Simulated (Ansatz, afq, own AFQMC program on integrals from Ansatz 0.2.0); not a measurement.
**WO+ (quartet): quantum Monte Carlo beside coupled cluster, def2-TZVPP**

How near does AFQMC come to the top of the ladder for WO+ (quartet)?

Method: def2-TZVPP, frozen cores; program: Ansatz 0.2.0, Gaussian basis, and an in-house AFQMC program (afq) on its integrals; all values are calculated.

Plan: PBE (unrestricted); r2SCAN (unrestricted); PBE0 (unrestricted); B3LYP (unrestricted); wB97M-V (unrestricted); CCSD(T) on UHF; B2PLYP (unrestricted); CCSDT(Q) on UHF; Phaseless AFQMC, CISD trial on UHF.

1 further run of the same task is left out (it didn't finish).

## (1) The geometry

The geometry is a PBE0/def2-TZVP stationary point (not a proven minimum) of the parent state, kept for this charge and spin. No spin-orbit coupling is included. Elements past krypton take def2 core potentials.

2 atoms, charge 1, spin multiplicity 4.

Atoms are counted from 1 here; the program's logs count them from 0.

Bond lengths: W1–O2 1.703 Å.

As a file:

```xyz
2

W     0.00000    0.00000    0.00000
O     0.00000    0.00000    1.70320
```

## (2) PBE (unrestricted)

Contents of in.yaml:

```yaml
crystal:
  periodic: [false, false, false]
  atoms:
    - {symbol: W, position_ang: [0.000000, 0.000000, 0.000000]}
    - {symbol: O, position_ang: [0.000000, 0.000000, 1.703200]}
basis:
  gaussian: {orbitals: def2-TZVPP}
total_charge: 1
magnetization: {spin_polarized: true, initial_magnetization: 3}
hamiltonian: {xc: {name: PBE}}
output: {orbitals: {seedname: orbitals}}
```

Started as:

```
ansatz run in.yaml --threads 1 --pin off --events-out ev --progress --plain --max-ram 5120MiB --backend cpu
```

What it wrote:

```text
Functional definition: PBE
  name "PBE"
  cite "Perdew, Burke & Ernzerhof, Phys. Rev. Lett. 77, 3865 (1996) doi:10.1103/PhysRevLett.77.3865"
  parent pbe
  parameter kappa = 0.804
  parameter beta = 0.06672455060314922
  exchange = pbe_x(kappa = kappa, mu = beta*pi^2/3)
  correlation = pbe_c(beta = beta)
486 factors; their error is unknown
mean field evaluation 1: about -3828.7262 eV, gradient 9.5e1 eV
mean field evaluation 2: about -3512.1943 eV, gradient 2.0e2 eV
mean field evaluation 4: about -3860.4061 eV, gradient 2.6e1 eV
mean field evaluation 8: about -3863.2028 eV, gradient 3.9e-1 eV
mean field evaluation 16: about -3863.2006 eV, gradient 2.6e-5 eV
mean field evaluation 32: about -3861.3741 eV, gradient 1.5e0 eV
mean field -3863.20057442 eV, -141.9700025385 hartree, gradient 1.7e-5 eV, S^2 3.791503; 2 other end points of the search recorded, 0 dependent functions left out
reference -3863.20061198 eV, -141.9700039190 hartree; 12, 9 occupied and 75, 78 virtual orbitals, 486 factors
Total energy: -3863.20061198 eV, -141.9700039190 hartree
```

Wall time 3.4 s (1 thread of AMD EPYC 7R13 (Zen 3), shared host); peak memory 1.9 GiB.

From the report: ⟨S²⟩ of the determinant 3.792 (pure quartet: 3.75).

## (3) r2SCAN (unrestricted)

in.yaml: that of step 2 with these lines changed.

```diff
@@ -9,3 +9,2 @@
 magnetization: {spin_polarized: true, initial_magnetization: 3}
-hamiltonian: {xc: {name: PBE}}
-output: {orbitals: {seedname: orbitals}}
+hamiltonian: {xc: {name: r2SCAN}}
```

Launched as before.

What it wrote:

```text
Functional definition: r2SCAN
  name "r2SCAN"
  cite "Furness, Kaplan, Ning, Perdew & Sun, J. Phys. Chem. Lett. 11, 8208 (2020) doi:10.1021/acs.jpclett.0c02405"
  cite "Furness, Kaplan, Ning, Perdew & Sun, J. Phys. Chem. Lett. 11, 9248 (2020) doi:10.1021/acs.jpclett.0c03077"
  parent r2scan
  parameter k0 = 0.174
  parameter k1 = 0.065
  parameter a1 = 4.9479
  exchange = r2scan_x(k0 = k0, k1 = k1, a1 = a1)
  correlation = r2scan_c
486 factors; their error is unknown
mean field evaluation 1: about -3833.2386 eV, gradient 8.9e1 eV
mean field evaluation 2: about -3551.3248 eV, gradient 2.0e2 eV
mean field evaluation 4: about -3861.8002 eV, gradient 2.5e1 eV
mean field evaluation 8: about -3864.1854 eV, gradient 1.5e-1 eV
mean field evaluation 16: about -3864.1847 eV, gradient 4.1e-4 eV
mean field evaluation 32: about -3862.3797 eV, gradient 1.5e0 eV
mean field -3864.18472172 eV, -142.0061692846 hartree, gradient 1.2e-5 eV, S^2 3.825814; 2 other end points of the search recorded, 0 dependent functions left out
reference -3864.18473469 eV, -142.0061697614 hartree; 12, 9 occupied and 75, 78 virtual orbitals, 486 factors
Total energy: -3864.18473469 eV, -142.0061697614 hartree
```

Wall time 7.5 s (1 thread of AMD EPYC 7R13 (Zen 3), shared host); peak memory 1.9 GiB.

From the report: ⟨S²⟩ of the determinant 3.826 (pure quartet: 3.75).

## (4) PBE0 (unrestricted)

in.yaml: that of step 3 with these lines changed.

```diff
@@ -9,2 +9,3 @@
 magnetization: {spin_polarized: true, initial_magnetization: 3}
-hamiltonian: {xc: {name: r2SCAN}}
+hamiltonian: {xc: {name: PBE0}}
+output: {orbitals: {seedname: orbitals}}
```

The command is unchanged.

What it wrote:

```text
Functional definition: PBE0
  name "PBE0"
  cite "Adamo & Barone, J. Chem. Phys. 110, 6158 (1999) doi:10.1063/1.478522"
  cite "Perdew, Burke & Ernzerhof, Phys. Rev. Lett. 77, 3865 (1996) doi:10.1103/PhysRevLett.77.3865"
  parent pbe
  parameter a = 0.25
  parameter kappa = 0.804
  parameter beta = 0.06672455060314922
  exchange = (1 - a)*pbe_x(kappa = kappa, mu = beta*pi^2/3) + a*exact_x
  correlation = pbe_c(beta = beta)
551 factors; their error is unknown
mean field evaluation 1: about -3835.7418 eV, gradient 8.4e1 eV
mean field evaluation 2: about -3581.4971 eV, gradient 2.0e2 eV
mean field evaluation 4: about -3861.0922 eV, gradient 9.1e0 eV
mean field evaluation 8: about -3861.4735 eV, gradient 2.3e-1 eV
mean field evaluation 16: about -3861.4904 eV, gradient 2.3e-4 eV
mean field -3861.49044058 eV, -141.9071562791 hartree, gradient 3.3e-5 eV, S^2 3.821507; 0 other end points of the search recorded, 0 dependent functions left out
reference -3861.49046851 eV, -141.9071573057 hartree; 12, 9 occupied and 75, 78 virtual orbitals, 551 factors
Total energy: -3861.49046851 eV, -141.9071573057 hartree
```

It took 1.7 s on 1 thread of AMD EPYC 7R13 (Zen 3), shared host; peak memory 1.9 GiB.

From the report: ⟨S²⟩ of the determinant 3.822 (pure quartet: 3.75).

## (5) B3LYP (unrestricted)

in.yaml: that of step 4 with these lines changed.

```diff
@@ -9,3 +9,2 @@
 magnetization: {spin_polarized: true, initial_magnetization: 3}
-hamiltonian: {xc: {name: PBE0}}
-output: {orbitals: {seedname: orbitals}}
+hamiltonian: {xc: {name: B3LYP}}
```

Launched as before.

What it wrote, cut to the lines that bear on the results:

```text
Functional definition: B3LYP
  name "B3LYP"
  cite "Stephens, Devlin, Chabalowski & Frisch, J. Phys. Chem. 98, 11623 (1994) doi:10.1021/j100096a001"
  cite "Becke, Phys. Rev. A 38, 3098 (1988) doi:10.1103/PhysRevA.38.3098"
  cite "Lee, Yang & Parr, Phys. Rev. B 37, 785 (1988) doi:10.1103/PhysRevB.37.785"
  cite "Vosko, Wilk & Nusair, Can. J. Phys. 58, 1200 (1980) doi:10.1139/p80-159"
[...]
531 factors; their error is unknown
[...]
mean field -3864.45453146 eV, -142.0160846097 hartree, gradient 1.6e-5 eV, S^2 3.790155; 0 other end points of the search recorded, 0 dependent functions left out
reference -3864.45471338 eV, -142.0160912951 hartree; 12, 9 occupied and 75, 78 virtual orbitals, 531 factors
Total energy: -3864.45471338 eV, -142.0160912951 hartree
```

Wall time 1.8 s (1 thread of AMD EPYC 7R13 (Zen 3), shared host); peak memory 1.9 GiB.

From the report: ⟨S²⟩ of the determinant 3.790 (pure quartet: 3.75).

## (6) wB97M-V (unrestricted)

in.yaml: that of step 5 with these lines changed.

```diff
@@ -9,2 +9,3 @@
 magnetization: {spin_polarized: true, initial_magnetization: 3}
-hamiltonian: {xc: {name: B3LYP}}
+hamiltonian: {xc: {name: wB97M-V}}
+output: {orbitals: {seedname: orbitals}}
```

The command is unchanged.

What it wrote, cut to the lines that bear on the results:

```text
Functional definition: wB97M-V
  name "wB97M-V"
  cite "Mardirossian & Head-Gordon, J. Chem. Phys. 144, 214110 (2016) doi:10.1063/1.4952647"
  cite "Becke, J. Chem. Phys. 107, 8554 (1997) doi:10.1063/1.475007"
  cite "Vydrov & Van Voorhis, J. Chem. Phys. 133, 244103 (2010) doi:10.1063/1.3521275"
  # Of w^i u^j: cxij and so on, Table III.
[...]
  gx(w, u) = 1 - cx + cx01*u + cx10*w
  gss(w, u) = css00 + css04*u^4 + css10*w + css20*w^2 + css43*w^4*u^3
  gos(w, u) = cos00 + cos10*w + (cos20 + cos21*u)*w^2 + (cos60 + cos61*u)*w^6
[...]
      + integral(e_c_pw_mod_opposite_spin*gos(b97_w_opposite, b97_u_opposite)) + vv10(b, c)
491 factors; their error is unknown
102 factors; integrals over basis functions are off by at most 4.2e-5 eV
[...]
mean field -3860.74956854 eV, -141.8799297340 hartree, gradient 4.0e-5 eV, S^2 3.803451; 1 other end points of the search recorded, 0 dependent functions left out
reference -3860.74960563 eV, -141.8799310969 hartree; 12, 9 occupied and 75, 78 virtual orbitals, 491 factors
Total energy: -3860.74960563 eV, -141.8799310969 hartree
```

Wall time 6.5 s (1 thread of AMD EPYC 7R13 (Zen 3), shared host); peak memory 1.9 GiB.

From the report: ⟨S²⟩ of the determinant 3.803 (pure quartet: 3.75).

## (7) CCSD(T) on UHF

in.yaml: that of step 6 with these lines changed.

```diff
@@ -9,3 +9,2 @@
 magnetization: {spin_polarized: true, initial_magnetization: 3}
-hamiltonian: {xc: {name: wB97M-V}}
-output: {orbitals: {seedname: orbitals}}
+correlation: {method: ccsd_t, electrons: outside_noble_gas, hamiltonian_folder: ham}
```

Started as:

```
ansatz run in.yaml --threads 1 --pin off --events-out ev --progress --plain --max-ram 15360MiB --backend cuda --devices 0, --max-vram 18GiB
```

What it wrote, cut to the lines that bear on the results:

```text
Functional definition: HF
  name "HF"
  cite "Fock, Z. Phys. 61, 126 (1930) doi:10.1007/BF01340294"
  parent pbe
[...]
580 factors; integrals over basis functions are off by at most 7.3e-4 eV
[...]
mean field -3837.01221648 eV, -141.0075981353 hartree, gradient 3.3e-6 eV, S^2 4.302437; 20 other end points of the search recorded, 0 dependent functions left out
determinant -3837.01221648 eV, -141.0075981353 hartree, with singles and doubles -3846.64168801 eV, -141.3614746869 hartree
determinant -3837.01094898 eV, -141.0075515555 hartree, with singles and doubles -3846.64743172 eV, -141.3616857645 hartree
determinant -3835.38219321 eV, -140.9476958851 hartree, with singles and doubles -3844.68244280 eV, -141.2894737534 hartree
determinant -3835.32105432 eV, -140.9454490721 hartree, with singles and doubles -3844.54382449 eV, -141.2843796245 hartree
determinant -3835.24061466 eV, -140.9424929692 hartree, with singles and doubles -3844.52653148 eV, -141.2837441180 hartree
determinant -3834.10590410 eV, -140.9007931252 hartree, with singles and doubles -3841.73283424 eV, -141.1810776384 hartree
determinant -3837.01221648 eV, -141.0075981353 hartree, with singles and doubles -3846.69681110 eV, -141.3635004230 hartree
determinant -3837.01094898 eV, -141.0075515555 hartree, with singles and doubles -3846.69616524 eV, -141.3634766882 hartree
5 core orbitals not correlated: weight in the atoms' cores, before any rotation towards them, 0.964 or more for the frozen orbitals, at most 0.030 for the correlated occupied ones
reference -3837.01094898 eV, -141.0075515555 hartree; 7, 4 occupied and 75, 78 virtual orbitals, 580 factors
second order -9.44236174 eV of doubles, -0.00000000 eV of singles
cycle   1  -9.68521559 eV  change    6.7e-7 eV  update   2.0e-6
perturbative correction -0.61840496 eV, -0.0227259630 hartree
Total energy: -3847.31456952 eV, -141.3862026265 hartree
```

Run time: 24 s. Hardware: 1 × NVIDIA H100 80GB HBM3 with 1 thread of AMD EPYC 7R13 (Zen 3), shared host; peak host memory 1.9 GiB.

From the report: ⟨S²⟩ of the determinant 4.294 (pure quartet: 3.75); correlation -10.3036 eV; T1 0.069; largest double amplitude 0.05. The determinant is far from a pure spin state, so its energy mixes those of several spin states (harmless only where they are near-degenerate, as at dissociation).

This run also writes the integrals to the folder ham.

## (8) B2PLYP (unrestricted)

in.yaml: that of step 7 with these lines changed.

```diff
@@ -9,2 +9,3 @@
 magnetization: {spin_polarized: true, initial_magnetization: 3}
-correlation: {method: ccsd_t, electrons: outside_noble_gas, hamiltonian_folder: ham}
+hamiltonian: {xc: {name: B2PLYP}}
+correlation: {electrons: outside_noble_gas}
```

Started as:

```
ansatz run in.yaml --threads 1 --pin off --events-out ev --progress --plain --max-ram 5120MiB --backend cpu
```

What it wrote, cut to the lines that bear on the results:

```text
Functional definition: B2PLYP
  name "B2PLYP"
  cite "Grimme, J. Chem. Phys. 124, 034108 (2006) doi:10.1063/1.2148954"
  cite "Becke, Phys. Rev. A 38, 3098 (1988) doi:10.1103/PhysRevA.38.3098"
  cite "Lee, Yang & Parr, Phys. Rev. B 37, 785 (1988) doi:10.1103/PhysRevB.37.785"
[...]
580 factors; integrals over basis functions are off by at most 7.3e-4 eV
[...]
mean field -3853.96770423 eV, -141.6307008175 hartree, gradient 3.1e-6 eV, S^2 3.867019; 0 other end points of the search recorded, 0 dependent functions left out
5 core orbitals not correlated: weight in the atoms' cores, before any rotation towards them, 0.983 or more for the frozen orbitals, at most 0.014 for the correlated occupied ones
reference -3853.96781852 eV, -141.6307050173 hartree; 7, 4 occupied and 75, 78 virtual orbitals, 580 factors
second order -14.00971170 eV of doubles, -0.00000000 eV of singles
Total energy: -3857.75044068 eV, -141.7697138177 hartree
```

It took 3.4 s on 1 thread of AMD EPYC 7R13 (Zen 3), shared host; peak memory 1.9 GiB.

From the report: ⟨S²⟩ of the determinant 3.867 (pure quartet: 3.75).

## (9) CCSDT(Q) on UHF

in.yaml: that of step 8 with these lines changed.

```diff
@@ -9,3 +9,2 @@
 magnetization: {spin_polarized: true, initial_magnetization: 3}
-hamiltonian: {xc: {name: B2PLYP}}
-correlation: {electrons: outside_noble_gas}
+correlation: {method: ccsdt_q, electrons: outside_noble_gas}
```

Started as:

```
ansatz run in.yaml --threads 1 --pin off --events-out ev --progress --plain --max-ram 15360MiB --backend cuda --devices 0, --max-vram 18GiB
```

What it wrote, cut to the lines that bear on the results:

```text
Functional definition: HF
  name "HF"
  cite "Fock, Z. Phys. 61, 126 (1930) doi:10.1007/BF01340294"
  parent pbe
[...]
1062 factors; integrals over basis functions are off by at most 1.6e-7 eV
[...]
mean field -3837.01222976 eV, -141.0075986234 hartree, gradient 3.3e-6 eV, S^2 4.302436; 19 other end points of the search recorded, 0 dependent functions left out
determinant -3837.01222976 eV, -141.0075986234 hartree, with singles and doubles -3846.64168375 eV, -141.3614745303 hartree
determinant -3837.01096230 eV, -141.0075520450 hartree, with singles and doubles -3846.64744353 eV, -141.3616861986 hartree
determinant -3835.38220402 eV, -140.9476962823 hartree, with singles and doubles -3844.67800596 eV, -141.2893107027 hartree
determinant -3835.32106636 eV, -140.9454495147 hartree, with singles and doubles -3844.54197769 eV, -141.2843117560 hartree
determinant -3834.10591766 eV, -140.9007936238 hartree, with singles and doubles -3841.73003304 eV, -141.1809746960 hartree
determinant -3837.01222976 eV, -141.0075986234 hartree, with singles and doubles -3846.69682412 eV, -141.3635009018 hartree
determinant -3837.01096230 eV, -141.0075520450 hartree, with singles and doubles -3846.69617815 eV, -141.3634771626 hartree
5 core orbitals not correlated: weight in the atoms' cores, before any rotation towards them, 0.964 or more for the frozen orbitals, at most 0.030 for the correlated occupied ones
reference -3837.01096230 eV, -141.0075520450 hartree; 7, 4 occupied and 75, 78 virtual orbitals, 1062 factors
second order -9.44236678 eV of doubles, -0.00000000 eV of singles
cycle   1  -8.65886362 eV  change    7.8e-1 eV  update   1.8e-1
[...]
cycle  28  -10.40093782 eV  change    1.2e-7 eV  update   3.3e-7
perturbative correction -0.07877461 eV, -0.0028949135 hartree
Total energy: -3847.49067473 eV, -141.3926743735 hartree
```

Wall time 25 s (1 × NVIDIA H100 80GB HBM3 with 1 thread of AMD EPYC 7R13 (Zen 3), shared host); peak host memory 1.9 GiB.

From the report: ⟨S²⟩ of the determinant 4.294 (pure quartet: 3.75); correlation -10.4797 eV; T1 0.080; largest double amplitude 0.06. The determinant is far from a pure spin state, so its energy mixes those of several spin states (harmless only where they are near-degenerate, as at dissociation).

## (10) Phaseless AFQMC, CISD trial on UHF

It reads the integrals that the CCSD(T) run on this determinant wrote.

Started as:

```
afq ham --method phaseless --trial cisd --walkers 1900 --populations 20 --least-time 60 --time-step 0.005 --steps-per-block 50 --equilibration-blocks 40 --max-blocks 4000 --target-error 0.0002 --factor-cut 1e-05 --start spin_pure --seed 755 --release-times 0.24,0.5,1,1.5 --release-step 0.02 --release-every 3 --taylor-order 6
```

What it wrote:

```text
orbitals 82  electrons 7 4  factors 580 of 580
reference energy -141.00755156 Eh
CCSD correlation -0.35592520 Eh in 17 cycles, weight of the determinant in the CISD state 0.7908
energy of the start -141.324693 Eh
 block  time / (1/Eh)  mean weight  energy / Eh
     1     0.250  1.0002  -141.351749
     2     0.500  1.0005  -141.367966
     3     0.750  1.0001  -141.375155
     4     1.000  1.0006  -141.379217
     5     1.250  1.0003  -141.384885
     6     1.500  0.9991  -141.385063
     7     1.750  1.0000  -141.388351
     8     2.000  1.0004  -141.389029
     9     2.250  0.9999  -141.392545
    10     2.500  0.9995  -141.395622
    11     2.750  1.0000  -141.389875
    16     4.000  1.0002  -141.383414
    21     5.250  1.0001  -141.391740
    26     6.500  0.9994  -141.395215
    31     7.750  0.9996  -141.388635
    36     9.000  0.9995  -141.388224
    41    10.250  1.0006  -141.386233
    46    11.500  0.9996  -141.388126
    51    12.750  0.9997  -141.390088
    56    14.000  0.9998  -141.386166
    61    15.250  1.0004  -141.389538
    66    16.500  0.9992  -141.389687
    71    17.750  1.0000  -141.383937
    76    19.000  1.0009  -141.384941
    81    20.250  0.9991  -141.391326
    86    21.500  1.0002  -141.391896
    91    22.750  0.9998  -141.385446
    96    24.000  1.0000  -141.390039
   101    25.250  1.0004  -141.384157
   106    26.500  0.9994  -141.391624
   111    27.750  1.0004  -141.387325
   116    29.000  1.0000  -141.389894
   121    30.250  1.0003  -141.387968
   126    31.500  1.0005  -141.386339
   131    32.750  1.0003  -141.387266
   136    34.000  1.0007  -141.390660
   141    35.250  1.0003  -141.390067
   146    36.500  1.0002  -141.389840
   151    37.750  0.9992  -141.387858
   156    39.000  1.0001  -141.385798
   161    40.250  0.9997  -141.387438
   166    41.500  1.0001  -141.387534
   171    42.750  1.0000  -141.387964
   176    44.000  1.0003  -141.387823
   181    45.250  0.9997  -141.383475
   186    46.500  0.9996  -141.383067
   191    47.750  1.0003  -141.385777
   196    49.000  0.9999  -141.388755
   201    50.250  0.9999  -141.390954
   206    51.500  0.9998  -141.390518
   211    52.750  1.0001  -141.385339
   216    54.000  0.9999  -141.393138
error from the spread of 20 populations
released: time / (1/Eh)  energy / Eh  error  mean overlap
  0.24  -141.389333  0.000399  0.9964
  0.50  -141.390150  0.000323  0.9956
  1.00  -141.390761  0.000416  0.9941
  1.50  -141.391021  0.000756  0.9925
energy -141.388206 +/- 0.000452 Eh
```

Run time: 4.1 min. Hardware: 1 × NVIDIA H100 80GB HBM3 with 2 threads of AMD EPYC 7R13 (Zen 3), shared host; peak host memory 1.9 GiB.

Energy -3847.3691 ± 0.0123 eV. Caveats: constraint bias not in the error; error above the target.

## (11) All levels side by side

On the UHF determinant, counted from CCSDT(Q) (a yardstick, not exact):

```
                                                level  energy (eV)  from CCSDT(Q) (kJ/mol)  statistical error (kJ/mol)     time
                                                   HF   -3837.0109                 +1011.1                                     
                                                  MP2   -3846.4533                  +100.1                                     
                                                 CCSD   -3846.6962                   +76.7                                     
                                              CCSD(T)   -3847.3146                   +17.0                                     
                                             CCSDT(Q)   -3847.4907                     0.0                                     
Phaseless AFQMC, CISD trial, step 0.005, 1900 walkers   -3847.3691                   +11.7                         1.2  4.1 min
```

The functionals' totals stand on their own zeros and serve differences with other points: PBE -3863.201 eV; r2SCAN -3864.185 eV; PBE0 -3861.490 eV; B3LYP -3864.455 eV; wB97M-V -3860.750 eV; B2PLYP -3857.750 eV.

## (12) What came out

| quantity | value |
| --- | --- |
| CCSD(T) on UHF from CCSDT(Q) | +17.0 kJ/mol |
| Phaseless AFQMC, CISD trial on UHF from CCSDT(Q) | +11.7 ± 1.2 kJ/mol |

On UHF the phaseless walk with the CISD trial lies +11.7 kJ/mol from CCSDT(Q), 10 times its error bar. Error bars are statistical and leave out the constraint, the time step and what remains of the start. W carries a core potential, and spin-orbit coupling is left out.
